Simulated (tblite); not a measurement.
# C7H15BSi: the cost of one run

Computed with tblite 0.8.0 and PySCF 2.14.0, with density-fitted response routines of our own, on a single molecule in the gas phase. Atoms count from 0, in the outputs and in this text.

### 1 Starting geometry

24 atoms, charge 0, multiplicity 1; geometry from: force field or distance geometry start.

Bonds of the start (Å): C0–C1 1.34, C1–Si2 1.80, Si2–C3 1.86, C3–B4 1.59, B4–C5 1.58, C5–C6 1.51, C6–C7 1.53, C7–C8 1.53, C8–C5 1.51, C0–H9 1.09, C0–H10 1.08, C1–H11 1.10, Si2–H12 1.48, Si2–H13 1.47, C3–H14 1.12, C3–H15 1.11, B4–H16 1.19, C5–H17 1.12, C6–H18 1.10, C6–H19 1.11, C7–H20 1.09, C7–H21 1.13, C8–H22 1.08, C8–H23 1.10.

### 2 Relaxing the molecule with GFN2-xTB

The job: settings as JSON, then the geometry in Å.

```
{"job": {"kind": "relax", "xc": "GFN2-xTB", "basis": "xTB"}, "charge": 0, "multiplicity": 1}
C      4.764200    -0.356700     0.070000
C      3.426200    -0.462600     0.047300
Si     2.287600     0.869800    -0.382500
C      0.577800     0.279100    -0.815600
B     -0.185000    -0.420500     0.387000
C     -1.731500    -0.131400     0.532200
C     -2.671000    -1.152400    -0.056700
C     -3.608000     0.026400    -0.320100
C     -2.323000     0.846000    -0.451500
H      5.271400     0.569500    -0.182800
H      5.321100    -1.235200     0.353000
H      2.995100    -1.438800     0.333100
H      2.828100     1.548000    -1.579800
H      2.287900     1.881200     0.684800
H     -0.018600     1.186200    -1.087000
H      0.567000    -0.383400    -1.705300
H      0.347300    -1.174900     1.132400
H     -1.990900     0.165300     1.580200
H     -2.331700    -1.657100    -0.971500
H     -3.063000    -1.889100     0.668000
H     -4.267400     0.286300     0.514200
H     -4.102200     0.000200    -1.331800
H     -1.976900     0.779900    -1.473600
H     -2.416400     1.884200    -0.103000
```

Command:

```
$ OMP_NUM_THREADS=1 python probes_run.py task.json out
```

This one command runs all jobs of the session in turn.

Q: Estimate the wall time of this first job on 1 thread of Arm Neoverse V2, shared host.

About 1 s.
